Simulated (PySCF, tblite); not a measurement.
# C₅H₉BO₂S: geometry, infrared bands and NMR shifts

Aim: predict the infrared bands and NMR shifts of C₅H₉BO₂S (`C=C[C@@H]1COB(SC)O1`).

The runs use tblite 0.8.0 and PySCF 2.14.0, with density-fitted response routines of our own; the level of theory stands in each step. All values are computed, except where a source is named. Atoms count from 0, in the outputs and in this text.

### 1 The starting structure

18 atoms, charge 0, multiplicity 1; geometry from: force field or distance geometry start.

Bonds of the start (Å): C0–C1 1.32, C1–C2 1.52, C2–C3 1.56, C3–O4 1.41, O4–B5 1.44, B5–S6 1.90, S6–C7 1.82, B5–O8 1.45, O8–C2 1.40, C0–H9 1.10, C0–H10 1.08, C1–H11 1.10, C2–H12 1.12, C3–H13 1.11, C3–H14 1.11, C7–H15 1.10, C7–H16 1.11, C7–H17 1.11.

### 2 Relaxing the molecule with GFN2-xTB

The job: settings as JSON, then the geometry in Å.

```
{"job": {"kind": "relax", "xc": "GFN2-xTB", "basis": "xTB"}, "charge": 0, "multiplicity": 1}
C     -2.919700     0.742700     0.207700
C     -2.099800    -0.223400     0.577400
C     -0.602900    -0.141700     0.333800
C     -0.278100    -0.241400    -1.186200
O      0.609800    -1.319000    -1.349300
B      1.039600    -1.548000     0.005500
S      2.877100    -1.350300     0.436500
C      2.897100     0.468400     0.345300
O      0.045900    -1.190000     0.993600
H     -3.994400     0.661900     0.420300
H     -2.561900     1.624500    -0.309900
H     -2.499700    -1.092400     1.115800
H     -0.245800     0.833100     0.745300
H     -1.180600    -0.437000    -1.795600
H      0.188000     0.701400    -1.539000
H      3.917300     0.826600     0.554000
H      2.590800     0.801400    -0.670100
H      2.208600     0.889800     1.103200
```

Run with:

```console
> OMP_NUM_THREADS=1 python probes_run.py task.json out
```

This one command runs all jobs of the session in turn.

**Question.** This job is followed by: GFN2-xTB harmonic vibrations, gas phase; GIAO PBE0/pcSseg-1 NMR shielding, non-relativistic, gas phase. What will the session give for the following? strongest single infrared mode (GFN2-xTB); zero-point energy (GFN2-xTB); 13C shifts against TMS (PBE0/pcSseg-1); 1H shifts against TMS (PBE0/pcSseg-1, means over atoms taken as alike); 17O shifts against H2O (PBE0/pcSseg-1); 11B shifts against BF3·OEt2 (PBE0/pcSseg-1); 33S shifts against CS2 (PBE0/pcSseg-1).

**Answer**, as computed:

```
                                                              quantity                                         value
                             strongest single infrared mode (GFN2-xTB)                         1155 cm⁻¹, 495 km/mol
                                          zero-point energy (GFN2-xTB)                                 86.1 kcal/mol
                                13C shifts against TMS (PBE0/pcSseg-1)            149.2, 123.4, 84.5, 77.4, 14.7 ppm
1H shifts against TMS (PBE0/pcSseg-1, means over atoms taken as alike)  6.15, 5.46, 5.44, 4.89, 4.75, 4.18, 2.15 ppm
                                17O shifts against H2O (PBE0/pcSseg-1)                              151.3, 122.3 ppm
                           11B shifts against BF3·OEt2 (PBE0/pcSseg-1)                                      33.7 ppm
                                33S shifts against CS2 (PBE0/pcSseg-1)                                      -142 ppm
```

What this shows: Over 165 steps the energy fell by 1.485 eV; of the close pairs, B5–S6 changed most, 1.898 to 1.791 Å. All 48 modes are real, so the xTB geometry is a minimum. The strongest single mode, at 1155 cm⁻¹, moves mainly B5. GFN2-xTB is a fitted tight-binding method: band positions and strengths are rough. Its intensities can rank the bands wrongly. C1 (alkene CH) lies farthest downfield among carbon, at 149.2 ppm; an sp2 carbon of a C=C bond. The most deshielded hydrogen is H11 (hydrogen on an alkene CH), at 6.15 ppm: a vinylic proton, deshielded by the sp2 carbon and the C=C anisotropy. At PBE0/pcSseg-1: The widest tensor belongs to C1: span 225 ppm, with a paramagnetic part of -218 ppm.
